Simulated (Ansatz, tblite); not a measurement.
# The cluster Zr₂Se₄: which isomer is lowest

Aim: relax the candidate shapes of the cluster Zr₂Se₄ that a cheap search turned up, and see how the levels of theory order them.

Method: relaxed with PBE-D4/def2-SVP, singlet; program: Ansatz 0.2.0, Gaussian basis.

2 further runs of the same task are left out: 2 set aside as unsound or not needed.

### 1 Starting geometry

6 atoms, charge 0, spin multiplicity 1.

Atoms are counted from 1 here; the program's logs count them from 0.

Bond lengths: Zr1–Se3 2.665 Å, Zr1–Se4 2.663 Å, Zr1–Se5 2.417 Å, Zr2–Se3 2.595 Å, Zr2–Se4 2.596 Å, Zr2–Se6 2.438 Å. Angles: Se3–Zr1–Se4 90.9°, Se3–Zr1–Se5 99.3°, Se4–Zr1–Se5 99.3°, Se3–Zr2–Se4 94.0°, Se3–Zr2–Se6 96.5°, Se4–Zr2–Se6 96.5°, Zr1–Se3–Zr2 79.6°, Zr1–Se4–Zr2 79.6°.

Zr takes a core potential in the def2 sets. No spin-orbit coupling is included.

A search from random starts with GFN2-xTB found 7 distinct shapes; 3 go on here. The structure above is candidate A, which lies 0.00 eV above the lowest at that level; B lies 0.07 eV above the lowest at that level; C lies 9.90 eV above the lowest at that level.

### 2 Relaxing candidate A

The input, in.yaml:

```yaml
crystal:
  periodic: [false, false, false]
  atoms:
    - {symbol: Zr, position_ang: [1.375600, 0.171320, -0.053430]}
    - {symbol: Zr, position_ang: [-1.938060, -0.140090, 0.462200]}
    - {symbol: Se, position_ang: [-0.665670, 1.644810, -0.927480]}
    - {symbol: Se, position_ang: [-0.172650, -1.994090, 0.034800]}
    - {symbol: Se, position_ang: [2.493240, -0.233460, -2.157510]}
    - {symbol: Se, position_ang: [-1.092450, 0.551500, 2.641430]}
basis:
  gaussian: {orbitals: def2-SVP}
hamiltonian: {xc: pbe, dispersion: d4}
scf: {lower_state_search: "off"}
output: {orbitals: {seedname: orbitals}}
relax: {f_tol: 0.02, max_steps: 100}
```

Launch:

```console
$ ansatz run in.yaml --threads 4 --pin off --events-out ev --progress --plain --max-ram 8704MiB
```

The log of the run, cut to the lines that bear on the results:

```text
Functional definition: PBE
  name "PBE"
  cite "Perdew, Burke & Ernzerhof, Phys. Rev. Lett. 77, 3865 (1996) doi:10.1103/PhysRevLett.77.3865"
  parent pbe
[...]
1940 factors; their error is unknown
[...]
mean field -263896.39513429 eV, -9698.0136457840 hartree, gradient 3.7e-6 eV, S^2 0.000000; 0 other end points of the search recorded, 0 dependent functions left out
[...]
reference -263896.39519794 eV, -9698.0136481232 hartree; 80, 80 occupied and 110, 110 virtual orbitals, 1940 factors
relax step   1: F+E_penalty+E_count = -263896.84465227 eV  Δ(F+E_penalty+E_count) = +0.000e0 eV  max|allowed force component| = 1.762e0 eV/Å  Δτ_max = 0.0000 Å  (26 SCF iters, accepted)
[...]
relax step   4: F+E_penalty+E_count = -263897.22460541 eV  Δ(F+E_penalty+E_count) = -1.376e-2 eV  max|allowed force component| = 1.245e-1 eV/Å  Δτ_max = 0.0370 Å  (24 SCF iters, accepted)
[...]
relax step   7: F+E_penalty+E_count = -263897.35872462 eV  Δ(F+E_penalty+E_count) = -6.272e-2 eV  max|allowed force component| = 2.520e-1 eV/Å  Δτ_max = 0.1951 Å  (31 SCF iters, accepted)
[...]
relax step  10: F+E_penalty+E_count = -263897.51670541 eV  Δ(F+E_penalty+E_count) = -3.668e-2 eV  max|allowed force component| = 3.103e-1 eV/Å  Δτ_max = 0.1964 Å  (32 SCF iters, accepted)
[...]
relax step  12: F+E_penalty+E_count = -263897.53623659 eV  Δ(F+E_penalty+E_count) = -1.953e-2 eV  max|allowed force component| = 2.086e-1 eV/Å  Δτ_max = 0.0984 Å  (31 SCF iters, accepted)
[...]
relax step  13: F+E_penalty+E_count = -263897.54191504 eV  Δ(F+E_penalty+E_count) = -5.678e-3 eV  max|allowed force component| = 9.116e-3 eV/Å  Δτ_max = 0.0636 Å  (24 SCF iters, accepted)
Total energy: -263897.54198191 eV, -9698.0557916568 hartree
Atom 0 at     0.841740     0.033869    -0.303950 Å, force    -0.007349    -0.002411    -0.001366 eV/Å
Atom 1 at    -1.877520    -0.069231     0.696348 Å, force     0.004293    -0.002454     0.000777 eV/Å
Atom 2 at    -1.255901     1.456245    -1.191275 Å, force    -0.000875     0.000740     0.004244 eV/Å
Atom 3 at    -0.772801    -2.110826    -0.245990 Å, force    -0.003596    -0.000459    -0.000149 eV/Å
Atom 4 at     3.049634     0.107121    -1.154912 Å, force     0.004340     0.001984     0.005609 eV/Å
Atom 5 at     0.014857     0.582812     2.199788 Å, force     0.003187     0.002600    -0.009116 eV/Å
Dipole moment:    -1.551396    -0.055716     0.580131 e Å
Checks for a lower state left out: stability, starts, cluster_reference, orbital_swaps, neighbouring_geometries, increment
```

Wall time 51 s (4 threads of Arm Neoverse V2, shared host).

Step by step: (the energy doesn't fall at every step)

| step | energy from step 1 (eV) | largest force component (eV/Å) |
| --- | --- | --- |
| 1 | 0.0000 | 1.7620 |
| 2 | -0.2234 | 1.3929 |
| 3 | -0.3662 | 0.2075 |
| 4 | -0.3800 | 0.1245 |
| 5 | -0.4056 | 0.2979 |
| 6 | -0.4514 | 0.2902 |
| 7 | -0.5141 | 0.2520 |
| 8 | -0.5758 | 0.3418 |
| 9 | -0.6354 | 0.4054 |
| 10 | -0.6721 | 0.3103 |
| 11 | -0.6681 | 0.9256 |
| 12 | -0.6916 | 0.2086 |
| 13 | -0.6973 | 0.0091 |

Close pairs (by a distance rule), those that changed most:

```csv
bond,before (Å),after (Å),change (Å)
Zr1–Se6,3.674,2.693,-0.981
Zr1–Zr2,3.368,2.899,-0.469
Zr2–Se4,2.596,2.505,-0.090
Zr2–Se3,2.595,2.505,-0.090
Zr2–Se6,2.438,2.503,+0.066
Zr1–Se5,2.417,2.367,-0.049
Zr1–Se4,2.663,2.685,+0.022
Zr1–Se3,2.665,2.685,+0.020
```

### 3 Relaxing candidate B

The input, in.yaml:

```yaml
crystal:
  periodic: [false, false, false]
  atoms:
    - {symbol: Zr, position_ang: [0.751730, -1.455340, -0.692790]}
    - {symbol: Zr, position_ang: [-0.658790, 1.388150, 0.609250]}
    - {symbol: Se, position_ang: [2.325690, -0.354700, -2.159200]}
    - {symbol: Se, position_ang: [-2.346750, 0.657920, 2.174280]}
    - {symbol: Se, position_ang: [1.299000, -0.115000, 1.472260]}
    - {symbol: Se, position_ang: [-1.370880, -0.121030, -1.403790]}
basis:
  gaussian: {orbitals: def2-SVP}
hamiltonian: {xc: pbe, dispersion: d4}
scf: {lower_state_search: "off"}
output: {orbitals: {seedname: orbitals}}
relax: {f_tol: 0.02, max_steps: 100}
```

The command is unchanged.

The log of the run, cut to the lines that bear on the results:

```text
Functional definition: PBE
  name "PBE"
  cite "Perdew, Burke & Ernzerhof, Phys. Rev. Lett. 77, 3865 (1996) doi:10.1103/PhysRevLett.77.3865"
  parent pbe
[...]
1940 factors; their error is unknown
[...]
mean field -263896.22378711 eV, -9698.0073488913 hartree, gradient 8.9e-7 eV, S^2 0.000000; 0 other end points of the search recorded, 0 dependent functions left out
[...]
reference -263896.22385069 eV, -9698.0073512279 hartree; 80, 80 occupied and 110, 110 virtual orbitals, 1940 factors
relax step   1: F+E_penalty+E_count = -263896.66823384 eV  Δ(F+E_penalty+E_count) = +0.000e0 eV  max|allowed force component| = 1.740e0 eV/Å  Δτ_max = 0.0000 Å  (27 SCF iters, accepted)
[...]
relax step   6: F+E_penalty+E_count = -263897.23024710 eV  Δ(F+E_penalty+E_count) = -2.871e-4 eV  max|allowed force component| = 5.202e-3 eV/Å  Δτ_max = 0.0241 Å  (23 SCF iters, accepted)
[...]
relax step   7: F+E_penalty+E_count = -263897.23037075 eV  Δ(F+E_penalty+E_count) = -1.237e-4 eV  max|allowed force component| = 1.856e-2 eV/Å  Δτ_max = 0.0256 Å  (23 SCF iters, accepted)
Total energy: -263897.23043627 eV, -9698.0443425654 hartree
Atom 0 at     0.894546    -1.260056    -0.827230 Å, force    -0.015343     0.007496     0.014151 eV/Å
Atom 1 at    -0.870493     1.232584     0.804978 Å, force     0.018555    -0.006059    -0.017061 eV/Å
Atom 2 at     2.561934    -0.657378    -2.376040 Å, force     0.005729     0.001684    -0.005303 eV/Å
Atom 3 at    -2.562166     0.772029     2.375975 Å, force    -0.008742    -0.005972     0.008145 eV/Å
Atom 4 at     1.263917    -0.040392     1.385911 Å, force    -0.011924     0.001450    -0.012633 eV/Å
Atom 5 at    -1.287738    -0.046787    -1.363584 Å, force     0.011725     0.001402     0.012701 eV/Å
Dipole moment:     0.031903    -0.037934    -0.029521 e Å
Checks for a lower state left out: stability, starts, cluster_reference, orbital_swaps, neighbouring_geometries, increment
```

Wall time 26 s (4 threads of Arm Neoverse V2, shared host).

Along the way:

| step | energy from step 1 (eV) | largest force component (eV/Å) |
| --- | --- | --- |
| 1 | 0.0000 | 1.7404 |
| 2 | -0.2897 | 1.3650 |
| 3 | -0.5135 | 0.3545 |
| 4 | -0.5578 | 0.1939 |
| 5 | -0.5617 | 0.0288 |
| 6 | -0.5620 | 0.0052 |
| 7 | -0.5621 | 0.0186 |

The force was under the threshold of 0.02 eV/Å already at step 6, but the program went on to step 7.

Close pairs (by a distance rule), those that changed most:

| bond | before (Å) | after (Å) | change (Å) |
| --- | --- | --- | --- |
| Zr2–Se5 | 2.615 | 2.552 | -0.063 |
| Zr2–Se6 | 2.615 | 2.552 | -0.063 |
| Zr1–Se3 | 2.416 | 2.354 | -0.062 |
| Zr2–Se4 | 2.415 | 2.354 | -0.061 |
| Zr1–Se6 | 2.606 | 2.554 | -0.052 |
| Zr1–Se5 | 2.605 | 2.554 | -0.051 |
| Zr1–Zr2 | 3.431 | 3.463 | +0.032 |

### 4 Relaxing candidate C

The input, in.yaml:

```yaml
crystal:
  periodic: [false, false, false]
  atoms:
    - {symbol: Zr, position_ang: [-3.037880, -1.445110, -0.036030]}
    - {symbol: Zr, position_ang: [1.468440, 2.841670, 0.209670]}
    - {symbol: Se, position_ang: [0.030400, 0.071340, -0.811400]}
    - {symbol: Se, position_ang: [3.798660, 0.068930, 0.322450]}
    - {symbol: Se, position_ang: [-1.580850, 1.975340, 0.101440]}
    - {symbol: Se, position_ang: [-0.678760, -3.512170, 0.213870]}
basis:
  gaussian: {orbitals: def2-SVP}
hamiltonian: {xc: pbe, dispersion: d4}
scf: {lower_state_search: "off"}
output: {orbitals: {seedname: orbitals}}
relax: {f_tol: 0.02, max_steps: 100}
```

Same command.

The log of the run, cut to the lines that bear on the results:

```text
Functional definition: PBE
  name "PBE"
  cite "Perdew, Burke & Ernzerhof, Phys. Rev. Lett. 77, 3865 (1996) doi:10.1103/PhysRevLett.77.3865"
  parent pbe
[...]
1940 factors; their error is unknown
[...]
mean field -263881.84224352 eV, -9697.4788369126 hartree, gradient 2.3e-6 eV, S^2 0.000000; 0 other end points of the search recorded, 0 dependent functions left out
[...]
reference -263881.84230297 eV, -9697.4788390972 hartree; 80, 80 occupied and 110, 110 virtual orbitals, 1940 factors
relax step   1: F+E_penalty+E_count = -263882.23406473 eV  Δ(F+E_penalty+E_count) = +0.000e0 eV  max|allowed force component| = 3.766e0 eV/Å  Δτ_max = 0.0000 Å  (134 SCF iters, accepted)
[...]
relax step   7: F+E_penalty+E_count = -263892.12670875 eV  Δ(F+E_penalty+E_count) = -6.899e-1 eV  max|allowed force component| = 6.454e-1 eV/Å  Δτ_max = 0.1949 Å  (58 SCF iters, accepted)
[...]
relax step  24: F+E_penalty+E_count = -263897.09015058 eV  Δ(F+E_penalty+E_count) = -6.220e-5 eV  max|allowed force component| = 1.645e-2 eV/Å  Δτ_max = 0.0081 Å  (24 SCF iters, accepted)
Total energy: -263897.09021629 eV, -9698.0391895763 hartree
Atom 0 at    -1.666524    -0.633514    -0.424908 Å, force    -0.013965     0.005349    -0.009892 eV/Å
Atom 1 at     0.897024     1.566329    -0.320998 Å, force     0.002798     0.016449    -0.006636 eV/Å
Atom 2 at     0.497983    -0.495129    -1.789336 Å, force     0.003987    -0.007586     0.003597 eV/Å
Atom 3 at     3.031921     1.418353     0.654815 Å, force     0.001367    -0.003556     0.001634 eV/Å
Atom 4 at    -0.870566     0.947931     1.427498 Å, force     0.001997    -0.006903     0.007304 eV/Å
Atom 5 at    -1.889827    -2.803970     0.452930 Å, force     0.003816    -0.003754     0.003993 eV/Å
Dipole moment:    -0.963626     1.168094    -0.933970 e Å
Checks for a lower state left out: stability, starts, cluster_reference, orbital_swaps, neighbouring_geometries, increment
```

Run time: 1.8 min. Hardware: 4 threads of Arm Neoverse V2, shared host.

Along the way:

```
step  energy from step 1 (eV)  largest force component (eV/Å)
   1                   0.0000                          3.7658
   2                  -2.7937                          4.4526
   3                  -5.5607                          4.1335
   4                  -7.5895                          3.7946
   5                  -8.9788                          2.1097
   6                  -9.2027                          4.2771
   7                  -9.8926                          0.6454
   8                 -10.1925                          0.8039
   9                 -10.5629                          0.9657
  10                 -10.8724                          1.0270
  11                 -11.4034                          1.5727
  12                 -12.2860                          1.4878
  13                 -13.0736                          1.2491
  14                 -13.6432                          0.7870
  15                 -14.0791                          0.9728
  16                 -14.4047                          0.8023
  17                 -14.6139                          0.5583
  18                 -14.7451                          0.2400
  19                 -14.8066                          0.1373
  20                 -14.8368                          0.2131
  21                 -14.8381                          0.4163
  22                 -14.8551                          0.0417
  23                 -14.8560                          0.0215
  24                 -14.8561                          0.0164
```

Distances of close pairs at the start and the end, largest changes first:

```
   bond  before (Å)  after (Å)  change (Å)
Zr1–Zr2       6.224      3.380      -2.845
Zr2–Se4       3.624      2.352      -1.272
Zr1–Se5       3.720      2.562      -1.158
Se3–Se5       2.656      3.782      +1.126
Zr1–Se3       3.509      2.562      -0.947
Zr1–Se6       3.147      2.352      -0.795
Zr2–Se3       3.284      2.562      -0.722
Zr2–Se5       3.172      2.562      -0.610
```

Contacts that opened: Se3–Se5 2.66 to 3.78 Å.

### 5 The relaxed candidates

```
candidate  point group  bonds (count, mean Å)  energy above the lowest (kcal/mol)
        A          C3v          Se–Zr 7, 2.56                                 0.0
        B           Cs          Se–Zr 6, 2.49                                 7.2
        C          C2v          Se–Zr 6, 2.49                                10.4
```

### 6 Candidate B, GFN1-xTB

Tight binding, by tblite at 300 K electronic temperature and without a spin-polarisation term:

```python
tblite.interface.Calculator('GFN1-xTB', numbers, positions, charge=0, uhf=0).singlepoint()
```

Energy -441.3096 eV, HOMO -9.73 eV, LUMO -8.60 eV; 0.009 s.

### 7 Candidate B, GFN2-xTB

Tight binding, by tblite at 300 K electronic temperature and without a spin-polarisation term:

```python
tblite.interface.Calculator('GFN2-xTB', numbers, positions, charge=0, uhf=0).singlepoint()
```

Energy -436.7614 eV, HOMO -11.31 eV, LUMO -9.84 eV; 0.009 s.

### 8 Candidate B, PBE0-D4/def2-TZVP

start.molden holds the orbitals of an earlier run on this state, given as this run's starting guess.

The input, in.yaml:

```yaml
crystal:
  periodic: [false, false, false]
  atoms:
    - {symbol: Zr, position_ang: [0.894546, -1.260056, -0.827230]}
    - {symbol: Zr, position_ang: [-0.870493, 1.232584, 0.804978]}
    - {symbol: Se, position_ang: [2.561934, -0.657378, -2.376040]}
    - {symbol: Se, position_ang: [-2.562166, 0.772029, 2.375975]}
    - {symbol: Se, position_ang: [1.263917, -0.040392, 1.385911]}
    - {symbol: Se, position_ang: [-1.287738, -0.046787, -1.363584]}
basis:
  gaussian: {orbitals: def2-TZVP, initial_orbitals: start.molden}
hamiltonian: {xc: pbe0, dispersion: d4}
scf: {omitted_lower_state_checks: [starts]}
output: {orbitals: {seedname: orbitals}}
```

Same command.

The log of the run:

```text
Functional definition: PBE0
  name "PBE0"
  cite "Adamo & Barone, J. Chem. Phys. 110, 6158 (1999) doi:10.1063/1.478522"
  cite "Perdew, Burke & Ernzerhof, Phys. Rev. Lett. 77, 3865 (1996) doi:10.1103/PhysRevLett.77.3865"
  parent pbe
  parameter a = 0.25
  parameter kappa = 0.804
  parameter beta = 0.06672455060314922
  exchange = (1 - a)*pbe_x(kappa = kappa, mu = beta*pi^2/3) + a*exact_x
  correlation = pbe_c(beta = beta)
these checks for a lower state are left out or cut short: starts
2446 factors; their error is unknown
mean field evaluation 1: about -263891.6191 eV, gradient 3.0e2 eV
mean field evaluation 2: about -263911.4876 eV, gradient 3.2e1 eV
mean field evaluation 4: about -263931.9548 eV, gradient 2.6e1 eV
mean field evaluation 8: about -263935.8344 eV, gradient 7.3e-1 eV
mean field -263935.83485222 eV, -9699.4630286847 hartree, gradient 2.3e-5 eV, S^2 0.000000; 0 other end points of the search recorded, 0 dependent functions left out
reference -263935.83489521 eV, -9699.4630302644 hartree; 80, 80 occupied and 192, 192 virtual orbitals, 2446 factors
Total energy: -263936.20256811 eV, -9699.4765419944 hartree
Checks for a lower state left out: starts
```

It took 23 s on 4 threads of Arm Neoverse V2, shared host; peak memory 1.5 GiB.

Report: HOMO -6.55 eV, LUMO -3.36 eV.

### 9 Candidate B, PBE-D4/def2-TZVP

in.yaml: that of step 8 with these lines changed.

```diff
@@ -11,4 +11,4 @@
   gaussian: {orbitals: def2-TZVP, initial_orbitals: start.molden}
-hamiltonian: {xc: pbe0, dispersion: d4}
+hamiltonian: {xc: pbe, dispersion: d4}
 scf: {omitted_lower_state_checks: [starts]}
-output: {orbitals: {seedname: orbitals}}
+output: {forces: true, orbitals: {seedname: orbitals}}
```

The command is unchanged.

The log of the run, cut to the lines that bear on the results:

```text
Functional definition: PBE
  name "PBE"
  cite "Perdew, Burke & Ernzerhof, Phys. Rev. Lett. 77, 3865 (1996) doi:10.1103/PhysRevLett.77.3865"
  parent pbe
[...]
2190 factors; their error is unknown
[...]
mean field -263929.33128080 eV, -9699.2240268433 hartree, gradient 1.4e-5 eV, S^2 0.000000; 0 other end points of the search recorded, 0 dependent functions left out
[...]
reference -263929.33133882 eV, -9699.2240289756 hartree; 80, 80 occupied and 192, 192 virtual orbitals, 2190 factors
Total energy: -263929.74559412 eV, -9699.2392525770 hartree
Atom 0 at     0.894546    -1.260056    -0.827230 Å, force    -0.037006     0.055600     0.034160 eV/Å
Atom 1 at    -0.870493     1.232584     0.804978 Å, force     0.038296    -0.054463    -0.035255 eV/Å
Atom 2 at     2.561934    -0.657378    -2.376040 Å, force    -0.005407    -0.002243     0.005026 eV/Å
Atom 3 at    -2.562166     0.772029     2.375975 Å, force     0.003615    -0.003386    -0.003344 eV/Å
Atom 4 at     1.263917    -0.040392     1.385911 Å, force    -0.037967     0.002203    -0.041402 eV/Å
Atom 5 at    -1.287738    -0.046787    -1.363584 Å, force     0.038469     0.002289     0.040815 eV/Å
Dipole moment:     0.031371    -0.040594    -0.029021 e Å
Checks for a lower state left out: starts
```

It took 9 s on 4 threads of Arm Neoverse V2, shared host; peak memory 0.59 GiB.

HOMO -5.64 eV, LUMO -4.07 eV.

### 10 Candidate B, r2SCAN-D4/def2-TZVP

in.yaml: that of step 9 with these lines changed.

```diff
@@ -11,4 +11,4 @@
   gaussian: {orbitals: def2-TZVP, initial_orbitals: start.molden}
-hamiltonian: {xc: pbe, dispersion: d4}
+hamiltonian: {xc: r2scan, dispersion: d4}
 scf: {omitted_lower_state_checks: [starts]}
-output: {forces: true, orbitals: {seedname: orbitals}}
+output: {orbitals: {seedname: orbitals}}
```

The command is unchanged.

The log of the run:

```text
Functional definition: r2SCAN
  name "r2SCAN"
  cite "Furness, Kaplan, Ning, Perdew & Sun, J. Phys. Chem. Lett. 11, 8208 (2020) doi:10.1021/acs.jpclett.0c02405"
  cite "Furness, Kaplan, Ning, Perdew & Sun, J. Phys. Chem. Lett. 11, 9248 (2020) doi:10.1021/acs.jpclett.0c03077"
  parent r2scan
  parameter k0 = 0.174
  parameter k1 = 0.065
  parameter a1 = 4.9479
  exchange = r2scan_x(k0 = k0, k1 = k1, a1 = a1)
  correlation = r2scan_c
these checks for a lower state are left out or cut short: starts
2190 factors; their error is unknown
mean field evaluation 1: about -263967.7939 eV, gradient 1.2e1 eV
mean field evaluation 2: about -263967.8988 eV, gradient 1.6e-1 eV
mean field evaluation 4: about -263967.7893 eV, gradient 8.5e-4 eV
mean field -263967.78932213 eV, -9700.6373337944 hartree, gradient 1.5e-5 eV, S^2 0.000000; 0 other end points of the search recorded, 0 dependent functions left out
reference -263967.78934043 eV, -9700.6373344670 hartree; 80, 80 occupied and 192, 192 virtual orbitals, 2190 factors
Total energy: -263967.87470236 eV, -9700.6404714598 hartree
Checks for a lower state left out: starts
```

It took 18 s on 4 threads of Arm Neoverse V2, shared host; peak memory 0.64 GiB.

HOMO -5.86 eV, LUMO -3.98 eV.

### 11 Candidate B, BLYP-D4/def2-TZVP

in.yaml: that of step 10 with these lines changed.

```diff
@@ -11,3 +11,3 @@
   gaussian: {orbitals: def2-TZVP, initial_orbitals: start.molden}
-hamiltonian: {xc: r2scan, dispersion: d4}
+hamiltonian: {xc: {name: BLYP}, dispersion: d4}
 scf: {omitted_lower_state_checks: [starts]}
```

Launched as before.

The log of the run:

```text
Functional definition: BLYP
  name "BLYP"
  cite "Becke, Phys. Rev. A 38, 3098 (1988) doi:10.1103/PhysRevA.38.3098"
  cite "Lee, Yang & Parr, Phys. Rev. B 37, 785 (1988) doi:10.1103/PhysRevB.37.785"
  parameter beta = 0.0042
  parameter a = 0.04918
  parameter b = 0.132
  parameter c = 0.2533
  parameter d = 0.349
  exchange = b88_x(beta = beta)
  correlation = lyp_c(a = a, b = b, c = c, d = d)
these checks for a lower state are left out or cut short: starts
2190 factors; their error is unknown
mean field evaluation 1: about -263969.6287 eV, gradient 2.0e1 eV
mean field evaluation 2: about -263970.0730 eV, gradient 5.0e-1 eV
mean field evaluation 4: about -263969.9685 eV, gradient 8.4e-2 eV
mean field -263969.96852258 eV, -9700.7174179338 hartree, gradient 1.9e-5 eV, S^2 0.000000; 0 other end points of the search recorded, 0 dependent functions left out
reference -263969.96891393 eV, -9700.7174323155 hartree; 80, 80 occupied and 192, 192 virtual orbitals, 2190 factors
Total energy: -263970.78401614 eV, -9700.7473867695 hartree
Checks for a lower state left out: starts
```

It took 8 s on 4 threads of Arm Neoverse V2, shared host; peak memory 0.59 GiB.

From the report: HOMO -5.45 eV, LUMO -3.89 eV.

(Part 1 of 2 ends here.)
